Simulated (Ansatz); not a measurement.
Debugging a convergence test of the plane-wave cutoff of AgB₂, space group P6/mmm (the Python package of Ansatz (0.2.0)).

Contents of `agb2.vasp`:
```text
AgB2
1.0
   3.00000000    0.00000000    0.00000000
  -1.50000000    2.59807621    0.00000000
   0.00000000    0.00000000    3.24000000
Ag B
1 2
Direct
   0.00000000    0.00000000    0.00000000
   0.33333333    0.66666667    0.50000000
   0.66666667    0.33333333    0.50000000
```

Script `run_ecut.py`:
```python
"""Cutoff test for AgB2."""

import ansatz as az
from ase.io import read


def main() -> None:
    atoms = read("agb2.vasp", format="vasp")
    crystal = az.Crystal.from_ase(atoms)

    model = (
        crystal
        .functional("PBE")
        .kpoints(density=3.8)
        .occupations(az.OccupationsMethod.FERMI_DIRAC, width=0.05)
        .scf(tolerance=1e-08)
    )

    rows = []
    for value in [250, 300, 350, 400, 450]:
        summary = model.basis(value).run(threads=1, pin="off").report
        rows.append((value, summary["free_energy_ev"] / len(summary["lattice"]["sites"]), summary["n_iterations"], summary["n_pw"]))

    print(" cutoff (eV)   F/atom (eV)    iterations   plane waves")
    for row in rows:
        print(f"{str(row[0]):>12s}  {row[1]:12.5f}  {row[2]:12d}  {row[3]:12d}")

    # the last row is the reference
    for row in rows[:-1]:
        shift = 1000 * (row[1] - rows[-1][1])
        print(f"{row[0]}: {shift:+.2f} meV/atom" + ("  (within 1 meV)" if abs(shift) < 1 else ""))


if __name__ == "__main__":
    main()
```

```console
$ python run_ecut.py
Traceback (most recent call last):
  File "run_ecut.py", line 35, in <module>
    main()
    ~~~~^^
  File "run_ecut.py", line 13, in main
    .functional("PBE")
     ^^^^^^^^^^
AttributeError: 'Crystal' object has no attribute 'functional'
$ echo $?
1
```

Find the fault and give the corrected script.

The fault: settings are called on the crystal, without .calculation(). The change:

```diff
--- before
+++ after
@@ -11,3 +11,3 @@
     model = (
-        crystal
+        crystal.calculation()
         .functional("PBE")
```

With that change:

```console
$ python run_ecut.py
DeckWarning: basis.ecutwfc = 250 eV is below the records' recommended 420 eV, and the density's cutoff is lower with it unless basis.ecutrho_ratio is high enough to keep the records' density cutoff: compare with a run at a higher cutoff
DeckWarning: basis.ecutwfc = 300 eV is below the records' recommended 420 eV, and the density's cutoff is lower with it unless basis.ecutrho_ratio is high enough to keep the records' density cutoff: compare with a run at a higher cutoff
DeckWarning: basis.ecutwfc = 350 eV is below the records' recommended 420 eV, and the density's cutoff is lower with it unless basis.ecutrho_ratio is high enough to keep the records' density cutoff: compare with a run at a higher cutoff
DeckWarning: basis.ecutwfc = 400 eV is below the records' recommended 420 eV, and the density's cutoff is lower with it unless basis.ecutrho_ratio is high enough to keep the records' density cutoff: compare with a run at a higher cutoff
 cutoff (eV)   F/atom (eV)    iterations   plane waves
         250   -2632.61051             6           213
         300   -2633.09680             6           303
         350   -2633.16039             6           387
         400   -2633.16878             6           455
         450   -2633.17103             6           563
250: +560.53 meV/atom
300: +74.24 meV/atom
350: +10.65 meV/atom
400: +2.25 meV/atom
```
(Warnings from the package without file and line.)

For a metal this k-point mesh is coarse: on a finer one energies can move by several to tens of meV an atom and pressures by half a GPa or more, differences at one mesh by less. The starting cell is as deposited in a crystallographic database; the results hold for this polymorph, which needn't be the stable one. Shifts are counted from the last row, which is itself no proven limit. Cost: about 4 core-seconds.

(Lines on the test bed's own set-up are left out of the output.)
